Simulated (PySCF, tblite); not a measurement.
# C₄H₁₀OSi: geometry, infrared bands and NMR shifts

What infrared bands and NMR shifts should C₄H₁₀OSi (`O[SiH]1CCCC1`) show?

Computed with tblite 0.8.0 and PySCF 2.14.0, with density-fitted response routines of our own, on a single molecule in the gas phase. Atoms are numbered from 0 throughout.

### 1 The molecule as given

16 atoms, charge 0, multiplicity 1; geometry from: force field or distance geometry start.

Bonds of the start (Å): O0–Si1 1.69, Si1–C2 1.88, C2–C3 1.54, C3–C4 1.48, C4–C5 1.48, C5–Si1 1.87, O0–H6 0.98, Si1–H7 1.45, C2–H8 1.09, C2–H9 1.10, C3–H10 1.10, C3–H11 1.11, C4–H12 1.12, C4–H13 1.11, C5–H14 1.13, C5–H15 1.09.

### 2 Relaxing the molecule with GFN2-xTB

The job: settings as JSON, then the geometry in Å.

```
{"job": {"kind": "relax", "xc": "GFN2-xTB", "basis": "xTB"}, "charge": 0, "multiplicity": 1}
O      2.011200     0.919200    -0.735000
Si     1.086300     0.500200     0.621600
C      0.444300    -1.259600     0.438100
C     -0.517000    -0.906700    -0.713900
C     -1.379300     0.222900    -0.305800
C     -0.616000     1.258200     0.436300
H      2.686800     0.241100    -0.954100
H      1.716800     0.753700     1.907700
H      1.201900    -1.959500     0.076900
H     -0.092200    -1.560800     1.355300
H     -1.058600    -1.806900    -1.045700
H      0.140600    -0.565300    -1.535500
H     -1.718800     0.719000    -1.251900
H     -2.294000    -0.093000     0.232500
H     -1.035400     1.292700     1.480200
H     -0.584100     2.253900    -0.018000
```

On the command line:

```
$ OMP_NUM_THREADS=1 python probes_run.py task.json out
```

The driver reads the jobs from task.json and runs them one after another.

**Question.** This job is followed by: GFN2-xTB harmonic vibrations, gas phase; GIAO PBE0/pcSseg-1 NMR shielding, non-relativistic, gas phase. What will the session give for the following? strongest single infrared mode (GFN2-xTB); zero-point energy (GFN2-xTB); ¹³C shifts against TMS (PBE0/pcSseg-1, means over atoms taken as alike); ¹H shifts against TMS (PBE0/pcSseg-1, means over atoms taken as alike); ¹⁷O shifts against H2O (PBE0/pcSseg-1); ²⁹Si shifts against TMS (PBE0/pcSseg-1).

The runs gave:

```
                                                               quantity                                   value
                              strongest single infrared mode (GFN2-xTB)                   2326 cm⁻¹, 312 km/mol
                                           zero-point energy (GFN2-xTB)                           83.5 kcal/mol
¹³C shifts against TMS (PBE0/pcSseg-1, means over atoms taken as alike)                          30.2, 16.7 ppm
 ¹H shifts against TMS (PBE0/pcSseg-1, means over atoms taken as alike)  5.07, 1.61, 1.48, 0.97, 0.75, 0.52 ppm
                                 ¹⁷O shifts against H2O (PBE0/pcSseg-1)                                30.8 ppm
                                ²⁹Si shifts against TMS (PBE0/pcSseg-1)                                17.2 ppm
```

In words: Relaxing lowered the energy by 0.692 eV in 113 steps; the close pair that moved most is O0–Si1, from 1.695 to 1.631 Å. No mode is imaginary among the 42: a minimum at this level. The strongest single mode, at 2326 cm⁻¹, moves mainly H7. GFN2-xTB is a fitted tight-binding method: band positions and strengths are rough. Its intensities can rank the bands wrongly. At PBE0/pcSseg-1: Shielding is most anisotropic at Si1 (span 78 ppm, paramagnetic term -546 ppm).
